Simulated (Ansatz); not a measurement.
# MgC8: the cost of one run

Method: DFT PBE, scalar-relativistic, plane waves, PAW, in Ansatz 0.2.0.

1 further run of the same task is left out (it didn't finish).

### 1 The starting structure

The structure is hexagonal, space group P6/mmm (No. 191). The conventional cell has a = 5.995 Å, b = 5.995 Å, c = 3.845 Å, α = 90.00°, β = 90.00°, γ = 120.00°. Mg (site symmetry 6/mmm) is surrounded by 6 C at 2.05 Å. C (site symmetry m2m) is surrounded by 5 C at 1.90 to 2.05 Å and 1 Mg at 2.05 Å. C (site symmetry -6m2) has 6 C at 1.97 Å as nearest neighbours.

Coordinates:

```
Mg C
1.0
     5.99534    0.00000    0.00000
    -2.99767    5.19212    0.00000
     0.00000    0.00000    3.84502
Mg C
1 8
Direct
  0.00000 0.00000 0.50000
  0.65831 0.00000 0.50000
  0.00000 0.65831 0.50000
  0.34169 0.34169 0.50000
  0.34169 0.00000 0.50000
  0.00000 0.34169 0.50000
  0.65831 0.65831 0.50000
  0.33333 0.66667 0.50000
  0.66667 0.33333 0.50000
```

The cell is invented: random cell by space group and Wyckoff sites (P6/mmm, No. 191). Its size is a rough estimate.

### 2 The guess as it stands, on a coarse mesh

input.yaml

```yaml
crystal:
  lattice:
    - [5.99534257, 0.0, 0.0]
    - [-2.99767128, 5.19211897, 0.0]
    - [0.0, 0.0, 3.84501968]
  atoms:
    - { symbol: Mg, position: [0.0, 0.0, 0.5] }
    - { symbol: C, position: [0.6583097, 0.0, 0.5] }
    - { symbol: C, position: [0.0, 0.6583097, 0.5] }
    - { symbol: C, position: [0.3416903, 0.3416903, 0.5] }
    - { symbol: C, position: [0.3416903, 0.0, 0.5] }
    - { symbol: C, position: [0.0, 0.3416903, 0.5] }
    - { symbol: C, position: [0.6583097, 0.6583097, 0.5] }
    - { symbol: C, position: [0.33333333, 0.66666667, 0.5] }
    - { symbol: C, position: [0.66666667, 0.33333333, 0.5] }
basis:
  ecutwfc: 420
kpoints:
  mp_grid: { grid: [3, 3, 4] }
hamiltonian:
  xc: pbe
scf:
  occupations: { method: gaussian, width: 0.1 }
  lower_state_search: "off"
output:
  forces: true
  stress: true
  eigenvalues: true
```

Command:

```
> ansatz run input.yaml --threads 1 --pin off --max-ram 2048MiB --backend cpu --events-out ev --progress --plain --runs-dir out
```

What time and memory should one allow on 1 thread of Intel Xeon Platinum 8375C at 2.90GHz (Ice Lake), shared host?

About 1.8 s, with a peak of 0.42 GiB.
